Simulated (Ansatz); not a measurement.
# ClH7O2Si2: the cost of one run

Method: RKS revPBE-D4/def2-SVP, in Ansatz 0.2.0.

### Step 1. Starting point

Bond lengths: Si1–O2 2.066 Å, Si1–O3 1.624 Å, O3–Si4 1.629 Å, Si1–H5 1.445 Å, Si1–H6 1.448 Å, Si1–Cl8 2.493 Å, O2–H9 0.957 Å, Si4–H10 1.462 Å, Si4–H11 1.462 Å, Si4–H12 1.460 Å. Angles (14 of 18 angles, heavy atoms first): O2–Si1–O3 94.0°, O2–Si1–Cl8 74.0°, O3–Si1–Cl8 167.7°, Si1–O3–Si4 154.6°, Si1–O2–H9 109.8°, O2–Si1–H5 104.8°, O2–Si1–H6 107.8°, O3–Si1–H5 103.2°, O3–Si1–H6 98.1°, H5–Si1–Cl8 83.2°, H6–Si1–Cl8 83.2°, O3–Si4–H10 108.3°, O3–Si4–H11 107.9°, O3–Si4–H12 103.2°.

As a file:

```xyz
12

Si   -0.1937   -0.4834    0.9716
O     1.3106   -1.1789   -0.2612
O    -0.8140    0.5087   -0.1545
Si   -0.7863    1.7826   -1.1693
H     0.4653    0.4241    1.8832
H    -1.2521   -1.4712    0.9769
H     1.6914   -1.9245    0.6935
Cl    1.0241   -2.2169    2.2861
H     0.9406   -1.7496   -0.9340
H    -0.3777    2.9640   -0.4111
H     0.1587    1.4809   -2.2426
H    -2.1669    1.8643   -1.6385
```

### Step 2. A restrained relaxation towards end A

Springs on the bonds that form and break draw the guess towards this end; the thresholds are loose.

File input.yaml:

```yaml
crystal:
  periodic: [false, false, false]
  atoms:
    - { symbol: Si, position_ang: [-0.1937, -0.4834, 0.9716] }
    - { symbol: O, position_ang: [1.3106, -1.1789, -0.2612] }
    - { symbol: O, position_ang: [-0.814, 0.5087, -0.1545] }
    - { symbol: Si, position_ang: [-0.7863, 1.7826, -1.1693] }
    - { symbol: H, position_ang: [0.4653, 0.4241, 1.8832] }
    - { symbol: H, position_ang: [-1.2521, -1.4712, 0.9769] }
    - { symbol: H, position_ang: [1.6914, -1.9245, 0.6935] }
    - { symbol: Cl, position_ang: [1.0241, -2.2169, 2.2861] }
    - { symbol: H, position_ang: [0.9406, -1.7496, -0.934] }
    - { symbol: H, position_ang: [-0.3777, 2.964, -0.4111] }
    - { symbol: H, position_ang: [0.1587, 1.4809, -2.2426] }
    - { symbol: H, position_ang: [-2.1669, 1.8643, -1.6385] }
basis:
  gaussian: { orbitals: def2-SVP }
hamiltonian:
  xc: revpbe
  dispersion: d4
relax:
  f_tol: 0.15
  max_steps: 25
  restrain:
    - { distance: [0, 7], at: 3.43, k: 30.0 }
    - { distance: [6, 1], at: 2.27, k: 30.0 }
    - { distance: [0, 1], at: 1.77, k: 30.0 }
    - { distance: [6, 7], at: 1.33, k: 30.0 }
```

Run with:

```console
$ ansatz run input.yaml --threads 2 --pin off --max-ram 3072MiB --backend cpu --events-out ev --progress --plain --runs-dir out
```

Q: Estimate wall time and peak memory on 2 threads of AMD EPYC 9R45 (Zen 5), shared host.

About 7.4 s, with a peak of 0.18 GiB.
